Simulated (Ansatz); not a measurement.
# CHBrF radical: basis-set convergence

An exercise on one series of results from a longer session: the logs are not shown, and one member is left open.

Computed with Ansatz 0.2.0, Gaussian basis. Level: one geometry, several basis sets.

The runs, in order: PBE0-D4/def2-SVP; ωB97M-V/def2-SVP; PBE0-D4/def2-QZVPP; ωB97M-V/def2-QZVPP; the functionals' def2-TZVPP values are taken from earlier runs.

### Structure used throughout

The geometry comes from an earlier relaxation with PBE0-D4 in a triple-zeta def2 set; it is a stationary point.

SMILES `F[CH]Br`, 4 atoms, charge 0, spin multiplicity 2.

Atoms are counted from 1 here; the program's logs count them from 0.

Bond lengths: F1–C2 1.322 Å, C2–Br3 1.863 Å, C2–H4 1.086 Å. Angles: F1–C2–Br3 115.3°, F1–C2–H4 114.5°, Br3–C2–H4 116.6°.

The first run:

in.yaml reads:

```yaml
crystal:
  periodic: [false, false, false]
  atoms:
    - {symbol: F, position_ang: [-0.273304, -1.047606, 0.789080]}
    - {symbol: C, position_ang: [0.224520, -0.188492, -0.084352]}
    - {symbol: Br, position_ang: [-1.030164, 0.869293, -0.965547]}
    - {symbol: H, position_ang: [1.134448, 0.306505, 0.240520]}
basis:
  gaussian: {orbitals: def2-SVP}
magnetization: {spin_polarized: true, initial_magnetization: 1}
hamiltonian: {xc: pbe0, dispersion: d4}
output: {orbitals: {seedname: orbitals}}
```

Among the steps run: PBE0-D4 in def2-SVP; ωB97M-V in def2-SVP; PBE0-D4 in def2-QZVPP; ωB97M-V in def2-QZVPP.

One table of the session follows, with a row left open; its other results are not shown here.

It belongs to the step «Functionals by basis». 

| functional | basis | HOMO (eV) | LUMO (eV) |
| --- | --- | --- | --- |
| PBE0-D4 | def2-SVP | -6.47 | -1.78 |
| PBE0-D4 | def2-TZVPP | -6.60 | -1.96 |
| PBE0-D4 | def2-QZVPP | ? | ? |
| ωB97M-V | def2-SVP | -8.51 | 0.25 |
| ωB97M-V | def2-TZVPP | -8.65 | -0.06 |
| ωB97M-V | def2-QZVPP | -8.69 | -0.12 |

**Question.** Estimate the row for PBE0-D4, def2-QZVPP.

The run gave: HOMO (eV): -6.63; LUMO (eV): -2.00. In the column «HOMO (eV)» it lies between ωB97M-V, def2-SVP (-8.51) and PBE0-D4, def2-TZVPP (-6.60).
